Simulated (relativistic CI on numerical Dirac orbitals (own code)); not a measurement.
# V¹⁶⁺: one ion under different settings

How much do the settings matter for V¹⁶⁺? One ion, several inputs.

Method: Dirac-Coulomb-Breit CI, KLI orbitals optimised for each configuration, model QED (radiative potential, 1s self-energy scaled to tabulated hydrogen-like ionisation energies), numerical settings as typed. Code: relativistic CI on numerical Dirac orbitals (own code) version 3.

## Step 1: Starting point

* ion: V¹⁶⁺ (V XVII)
* nuclear charge: 23
* electrons: 7
* isotope: A = 51

## Step 2: An attempt

Settings of the run:

```ini
atom V  Z=23  charge=15  electrons=8
nucleus A=51  rms_radius_fm=3.6002
hamiltonian dirac-coulomb  breit=on  qed=on  c_scale=1
orbitals kli  potential=per-configuration
slater_scale 1
correlation none
mixing on
grid step=0.0125 r_max=6.2
scf mixing=0.4 start=green max_iterations=70 tolerance=2e-08 node_fill=0.05
configurations
  [He] 2s2 2p3
  [He] 2s 2p4
  [He] 2p5
end
```

Launch:

```sh
python run_levels.py task.json out
```

task.json lists these runs, among others, and the program works through them in turn.

From the run's result record (rounded, not every field):

```text
status: refused
warnings: ["configuration [He] 2s2 2p3 has 7 electrons, the ion has 8"]
```

Wall time 0.00071 s (1 thread of Neoverse-V1, shared host).

Diagnosis: the program refused the input. The electrons of a configuration don't add up to Z less the charge. The input had charge 15. The cure is to make charge and configurations agree.

## Step 3: The mended input

Settings of the run:

```ini
atom V  Z=23  charge=16  electrons=7
nucleus A=51  rms_radius_fm=3.6002
hamiltonian dirac-coulomb  breit=on  qed=on  c_scale=1
orbitals kli  potential=per-configuration
slater_scale 1
correlation none
mixing on
grid step=0.0125 r_max=6.2
scf mixing=0.4 start=green max_iterations=150 tolerance=2e-08 node_fill=0.05
configurations
  [He] 2s2 2p3
  [He] 2s 2p4
  [He] 2p5
end
```

From the record:

```text
status: converged
levels [i, E_cm, J2, conf, term, w_term, w_jj]:
  - [0, 0, 3, "2s2 2p3", "4S*", 0.9498, 0.4614]
  - [1, 123891.88, 3, "2s2 2p3", "2D*", 0.8019, 0.5086]
  - [2, 143967.81, 5, "2s2 2p3", "2D*", 1, 1]
  - [3, 210961.72, 1, "2s2 2p3", "2P*", 0.9828, 0.9828]
  - [4, 240743.74, 3, "2s2 2p3", "2P*", 0.7659, 0.8579]
  - [5, 626652.83, 5, "2s 2p4", "4P", 0.9867, 0.7702]
  - [6, 665190.02, 3, "2s 2p4", "4P", 0.9941, 0.8384]
  - [7, 680750.75, 1, "2s 2p4", "4P", 0.9799, 0.3377]
  - [8, 877730.07, 3, "2s 2p4", "2D", 0.9742, 0.5704]
  - [9, 883335.62, 5, "2s 2p4", "2D", 0.9867, 0.7702]
  - [10, 1010226.7, 1, "2s 2p4", "2S", 0.8385, 0.6648]
  - [11, 1057441.3, 3, "2s 2p4", "2P", 0.9768, 0.5912]
  - [12, 1110462.3, 1, "2s 2p4", "2P", 0.8543, 0.5145]
  - [13, 1662848.3, 3, "2p5", "2P*", 0.9813, 0.9813]
  - "... 1 more rows left out ..."
total_energy [Ha]: -769.0637567
n_levels_all: 15
overlap: 7.93597e-15
scf_iterations: [9, 9, 9]
orbital_energies [Ha]: {"1s": -225.593, "2s": -45.5712, "2p1/2": -42.8994, "2p3/2": -42.5859}
configurations [conf, odd, states, E_av_Ha, breit_Ha, qed_Ha]:
  - ["2s2 2p3", 1, 20, -768.8453285, 0.2384, 0.205]
  - ["2s 2p4", 0, 30, -765.6934102, 0.2416, 0.1948]
  - ["2p5", 1, 6, -761.947131, 0.2467, 0.1847]
scf_steps of the first configuration [iteration, E_Ha, residual, outer_eigenvalue_Ha]:
  - [1, -764.7316841, 1.87, -55.7]
  - [2, -767.4551291, 1.08, -49.9]
  - [3, -768.8442283, 0.0249, -42.59]
  - [4, -768.8452725, 0.0106, -42.66]
  - [5, -768.8453281, 0.000126, -42.59]
  - [6, -768.8453284, 6.16e-05, -42.59]
  - [7, -768.8453285, 6.66e-07, -42.59]
  - [8, -768.8453285, 9.46e-08, -42.59]
  - [9, -768.8453285, 2.24e-09, -42.59]
```

Wall time 0.06 s (1 thread of Neoverse-V1, shared host).

## Step 4: Potential mixing 0.2, Breit term off

Settings of the run:

```ini
atom V  Z=23  charge=16  electrons=7
nucleus A=51  rms_radius_fm=3.6002
hamiltonian dirac-coulomb  breit=off  qed=on  c_scale=1
orbitals kli  potential=per-configuration
slater_scale 1
correlation none
mixing on
grid step=0.0125 r_max=6.2
scf mixing=0.2 start=green max_iterations=150 tolerance=2e-08 node_fill=0.05
configurations
  [He] 2s2 2p3
  [He] 2s 2p4
  [He] 2p5
end
```

From the record:

```text
status: converged
levels [i, E_cm, J2, conf, term, w_term]:
  - [0, 0, 3, "2s2 2p3", "4S*", 0.9461]
  - [1, 122817.31, 3, "2s2 2p3", "2D*", 0.7963]
  - [2, 145832.79, 5, "2s2 2p3", "2D*", 1]
  - [3, 210689.81, 1, "2s2 2p3", "2P*", 0.9829]
  - [4, 242461.04, 3, "2s2 2p3", "2P*", 0.7594]
  - [5, 626339.99, 5, "2s 2p4", "4P", 0.9855]
  - [6, 664971.82, 3, "2s 2p4", "4P", 0.9937]
  - [7, 680826.37, 1, "2s 2p4", "4P", 0.9782]
  - "... 7 more rows left out ..."
total_energy [Ha]: -769.30497488
n_levels_all: 15
overlap: 6.74653e-15
scf_iterations: [9, 9, 9]
orbital_energies [Ha]: {"1s": -225.593, "2s": -45.5712, "2p1/2": -42.8994, "2p3/2": -42.5859}
configurations [conf, odd, states, E_av_Ha, breit_Ha, qed_Ha]:
  - ["2s2 2p3", 1, 20, -768.8453285, 0, 0.205]
  - ["2s 2p4", 0, 30, -765.6934102, 0, 0.1948]
  - ["2p5", 1, 6, -761.947131, 0, 0.1847]
scf_steps of the first configuration [iteration, E_Ha, residual, outer_eigenvalue_Ha]:
  - [1, -764.7316841, 1.87, -55.7]
  - [2, -766.2521074, 1.48, -52.76]
  - [3, -768.8431862, 0.0352, -42.59]
  - [4, -768.8451461, 0.0258, -42.77]
  - [5, -768.8453274, 0.000194, -42.59]
  - [6, -768.845328, 0.000227, -42.59]
  - [7, -768.8453285, 1.92e-06, -42.59]
  - [8, -768.8453285, 1.51e-06, -42.59]
  - [9, -768.8453285, 7.1e-09, -42.59]
```

It took 0.059 s on 1 thread of Neoverse-V1, shared host.

## Step 5: Node fill 0, grid step 0.006, QED terms off

Settings of the run:

```ini
atom V  Z=23  charge=16  electrons=7
nucleus A=51  rms_radius_fm=3.6002
hamiltonian dirac-coulomb  breit=on  qed=off  c_scale=1
orbitals kli  potential=per-configuration
slater_scale 1
correlation none
mixing on
grid step=0.006 r_max=6.2
scf mixing=0.4 start=green max_iterations=150 tolerance=2e-08 node_fill=0
configurations
  [He] 2s2 2p3
  [He] 2s 2p4
  [He] 2p5
end
```

From the record:

```text
status: converged
levels [i, E_cm, J2, conf, term, w_term]:
  - [0, 0, 3, "2s2 2p3", "4S*", 0.9502]
  - [1, 123991.43, 3, "2s2 2p3", "2D*", 0.8026]
  - [2, 143965.32, 5, "2s2 2p3", "2D*", 1]
  - [3, 211065.33, 1, "2s2 2p3", "2P*", 0.9829]
  - [4, 240697.59, 3, "2s2 2p3", "2P*", 0.7668]
  - [5, 628922.05, 5, "2s 2p4", "4P", 0.9868]
  - [6, 667356.43, 3, "2s 2p4", "4P", 0.9941]
  - [7, 682892.24, 1, "2s 2p4", "4P", 0.98]
  - "... 7 more rows left out ..."
total_energy [Ha]: -769.26850591
n_levels_all: 15
overlap: 6.75214e-15
scf_iterations: [9, 9, 9]
orbital_energies [Ha]: {"1s": -225.707, "2s": -45.5799, "2p1/2": -42.9165, "2p3/2": -42.6024}
configurations [conf, odd, states, E_av_Ha, breit_Ha, qed_Ha]:
  - ["2s2 2p3", 1, 20, -768.8452618, 0.2386, 0]
  - ["2s 2p4", 0, 30, -765.6933846, 0.2417, 0]
  - ["2p5", 1, 6, -761.9471518, 0.2467, 0]
scf_steps of the first configuration [iteration, E_Ha, residual, outer_eigenvalue_Ha]:
  - [1, -764.7317174, 1.86, -55.7]
  - [2, -767.4485443, 1.08, -49.91]
  - [3, -768.8445392, 0.0268, -42.6]
  - [4, -768.8452544, 0.00863, -42.67]
  - [5, -768.8452601, 9.62e-05, -42.6]
  - [6, -768.845261, 6.04e-05, -42.6]
  - [7, -768.8452618, 8.01e-07, -42.6]
  - [8, -768.8452618, 1.73e-07, -42.6]
  - [9, -768.8452618, 4.25e-09, -42.6]
```

Wall time 0.054 s (1 thread of Neoverse-V1, shared host).

## Step 6: Slater scale 1.2

Settings of the run:

```ini
atom V  Z=23  charge=16  electrons=7
nucleus A=51  rms_radius_fm=3.6002
hamiltonian dirac-coulomb  breit=on  qed=on  c_scale=1
orbitals kli  potential=per-configuration
slater_scale 1.2
correlation none
mixing on
grid step=0.0125 r_max=6.2
scf mixing=0.4 start=green max_iterations=150 tolerance=2e-08 node_fill=0.05
configurations
  [He] 2s2 2p3
  [He] 2s 2p4
  [He] 2p5
end
```

From the record:

```text
status: converged
levels [i, E_cm, J2, conf, term, w_term]:
  - [0, 0, 3, "2s2 2p3", "4S*", 0.9645]
  - [1, 150275.34, 3, "2s2 2p3", "2D*", 0.8168]
  - [2, 169712.93, 5, "2s2 2p3", "2D*", 1]
  - [3, 243259.93, 1, "2s2 2p3", "2P*", 0.9752]
  - [4, 270476.47, 3, "2s2 2p3", "2P*", 0.7768]
  - [5, 616235.43, 5, "2s 2p4", "4P", 0.9904]
  - [6, 654536.77, 3, "2s 2p4", "4P", 0.9961]
  - [7, 671038.68, 1, "2s 2p4", "4P", 0.9862]
  - "... 7 more rows left out ..."
total_energy [Ha]: -769.18107554
n_levels_all: 15
overlap: 7.93597e-15
scf_iterations: [9, 9, 9]
orbital_energies [Ha]: {"1s": -225.593, "2s": -45.5712, "2p1/2": -42.8994, "2p3/2": -42.5859}
configurations [conf, odd, states, E_av_Ha, breit_Ha, qed_Ha]:
  - ["2s2 2p3", 1, 20, -768.8453285, 0.2384, 0.205]
  - ["2s 2p4", 0, 30, -765.6934102, 0.2416, 0.1948]
  - ["2p5", 1, 6, -761.947131, 0.2467, 0.1847]
scf_steps of the first configuration [iteration, E_Ha, residual, outer_eigenvalue_Ha]:
  - [1, -764.7316841, 1.87, -55.7]
  - [2, -767.4551291, 1.08, -49.9]
  - [3, -768.8442283, 0.0249, -42.59]
  - [4, -768.8452725, 0.0106, -42.66]
  - [5, -768.8453281, 0.000126, -42.59]
  - [6, -768.8453284, 6.16e-05, -42.59]
  - [7, -768.8453285, 6.66e-07, -42.59]
  - [8, -768.8453285, 9.46e-08, -42.59]
  - [9, -768.8453285, 2.24e-09, -42.59]
```

Wall time 0.06 s (1 thread of Neoverse-V1, shared host).

## Step 7: Tolerance 0.3

Settings of the run:

```ini
atom V  Z=23  charge=16  electrons=7
nucleus A=51  rms_radius_fm=3.6002
hamiltonian dirac-coulomb  breit=on  qed=on  c_scale=1
orbitals kli  potential=per-configuration
slater_scale 1
correlation none
mixing on
grid step=0.0125 r_max=6.2
scf mixing=0.4 start=green max_iterations=59 tolerance=0.3 node_fill=0.05
configurations
  [He] 2s2 2p3
  [He] 2s 2p4
  [He] 2p5
end
```

From the record:

```text
status: converged
levels [i, E_cm, J2, conf, term, w_term]:
  - [0, 0, 3, "2s2 2p3", "4S*", 0.9495]
  - [1, 123566.61, 3, "2s2 2p3", "2D*", 0.8013]
  - [2, 143715.01, 5, "2s2 2p3", "2D*", 1]
  - [3, 210530.84, 1, "2s2 2p3", "2P*", 0.9828]
  - [4, 240419.06, 3, "2s2 2p3", "2P*", 0.7652]
  - [5, 626738.42, 5, "2s 2p4", "4P", 0.9866]
  - [6, 665331.56, 3, "2s 2p4", "4P", 0.994]
  - [7, 680894.19, 1, "2s 2p4", "4P", 0.9797]
  - "... 7 more rows left out ..."
total_energy [Ha]: -769.06227796
n_levels_all: 15
overlap: 2.39277e-14
scf_iterations: [3, 3, 3]
orbital_energies [Ha]: {"1s": -225.239, "2s": -45.6094, "2p1/2": -42.9029, "2p3/2": -42.5919}
configurations [conf, odd, states, E_av_Ha, breit_Ha, qed_Ha]:
  - ["2s2 2p3", 1, 20, -768.8442283, 0.2378, 0.2048]
  - ["2s 2p4", 0, 30, -765.6914149, 0.2407, 0.1946]
  - ["2p5", 1, 6, -761.9435369, 0.2455, 0.1845]
scf_steps of the first configuration [iteration, E_Ha, residual, outer_eigenvalue_Ha]:
  - [1, -764.7316841, 1.87, -55.7]
  - [2, -767.4551291, 1.08, -49.9]
  - [3, -768.8442283, 0.0249, -42.59]
```

Wall time 0.054 s (1 thread of Neoverse-V1, shared host).

A bad setting: its result is shown only for the comparison.

## Step 8: Comparison

| setting | total energy less usual (Ha) | largest shift of a level among the lowest eight of both runs, same label and place (cm⁻¹) | SCF iterations | time | lowest level | kind of change |
| --- | --- | --- | --- | --- | --- | --- |
| usual | 0 | 0 | 27 | 0.06 s | 2p3 4S°3/2 | - |
| potential mixing 0.2, Breit term off | -0.241 | 1860 | 27 | 0.059 s | 2p3 4S°3/2 | model term |
| node fill 0, grid step 0.006, QED terms off | -0.205 | 2270 | 27 | 0.054 s | 2p3 4S°3/2 | model term |
| Slater scale 1.2 | -0.117 | 32300 | 27 | 0.06 s | 2p3 4S°3/2 | model term |
| tolerance 0.3 | 0.00148 | 431 | 9 | 0.054 s | 2p3 4S°3/2 | unsound |

## Step 9: Outcome

```
                    quantity         value
lowest level, usual settings    2p3 4S°3/2
                total energy  -769.0638 Ha
            first excitation   123892 cm⁻¹
       runs without a result             1
```

Among the runs whose levels can be followed, they move most under «Slater scale 1.2» (model term), by up to 32300 cm⁻¹. Only the listed configurations are in the model.
